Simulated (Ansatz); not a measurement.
# CH6Ge (singlet): from Hartree-Fock to the top rungs, cc-pVTZ

The task here is to estimate one member of a computed series from the others.

Computed with Ansatz 0.2.0, Gaussian basis. Level: cc-pVTZ, core rule «outside noble gas», up to 15 orbitals frozen.

Plan: UHF; CCSD(T) on RHF; BCCD(T) on RHF; CCSDT(Q) on RHF.

## The system

The geometry is a PBE0/def2-TZVP stationary point (not a proven minimum). No spin-orbit coupling is included. The filled d shell of Ge may be among the frozen orbitals whatever the setting's name suggests; the logs give the count.

8 atoms, charge 0, spin multiplicity 1.

Atoms are counted from 1 here; the program's logs count them from 0.

Bond lengths: Ge1–C2 1.953 Å, Ge1–H3 1.539 Å, Ge1–H4 1.539 Å, Ge1–H5 1.539 Å, C2–H6 1.091 Å, C2–H7 1.091 Å, C2–H8 1.091 Å. Angles: C2–Ge1–H3 110.4°, C2–Ge1–H4 110.4°, C2–Ge1–H5 110.4°, H3–Ge1–H4 108.5°, H3–Ge1–H5 108.5°, H4–Ge1–H5 108.5°, Ge1–C2–H6 110.3°, Ge1–C2–H7 110.3°, Ge1–C2–H8 110.3°, H6–C2–H7 108.6°, H6–C2–H8 108.6°, H7–C2–H8 108.6°.

The first run:

Contents of in.yaml:

```yaml
crystal:
  periodic: [false, false, false]
  atoms:
    - {symbol: Ge, position_ang: [-0.318468, -0.001405, 0.000132]}
    - {symbol: C, position_ang: [1.634832, 0.007215, -0.000679]}
    - {symbol: H, position_ang: [-0.862498, 1.438686, 0.006420]}
    - {symbol: H, position_ang: [-0.852411, -0.730260, 1.246546]}
    - {symbol: H, position_ang: [-0.853495, -0.719761, -1.251900]}
    - {symbol: H, position_ang: [2.017478, -1.014007, -0.005136]}
    - {symbol: H, position_ang: [2.011093, 0.516606, 0.887172]}
    - {symbol: H, position_ang: [2.010325, 0.524051, -0.884544]}
basis:
  gaussian: {orbitals: cc-pVTZ}
magnetization: {spin_polarized: true, initial_magnetization: 0}
hamiltonian: {xc: hf}
output: {orbitals: {seedname: orbitals}}
```

Launch:

```sh
$ ansatz run in.yaml --threads 1 --pin off --events-out ev --progress --plain --max-ram 2560MiB --backend cpu
```

Steps of the session up to this table: UHF; CCSD(T) on RHF; BCCD(T) on RHF; CCSDT(Q) on RHF.

One table of the session follows, with a row left open; its other results are not shown here.

It belongs to the step «Misses and costs». 

| method | from RCCSDT(Q) (meV) |
| --- | --- |
| RHF | +9909.8 |
| RMP2 | +1368.8 |
| RCCSD | +338.1 |
| RCCSD(T) | +34.0 |
| BCCD(T) | ? |
| RCCSDT | +10.7 |
| RCCSDT(Q) | 0 |

Q: Estimate the row for BCCD(T) from the others.

**Answer.** from RCCSDT(Q) (meV): +32.2. In the column «from RCCSDT(Q) (meV)» it lies between RCCSDT (+10.7) and RCCSD(T) (+34.0).

With the free atoms at the same levels and basis (separate runs), the atomisation energy is 25.337 eV at RCCSDT(Q), 25.332 eV at RCCSD(T), 19.702 eV at RHF.
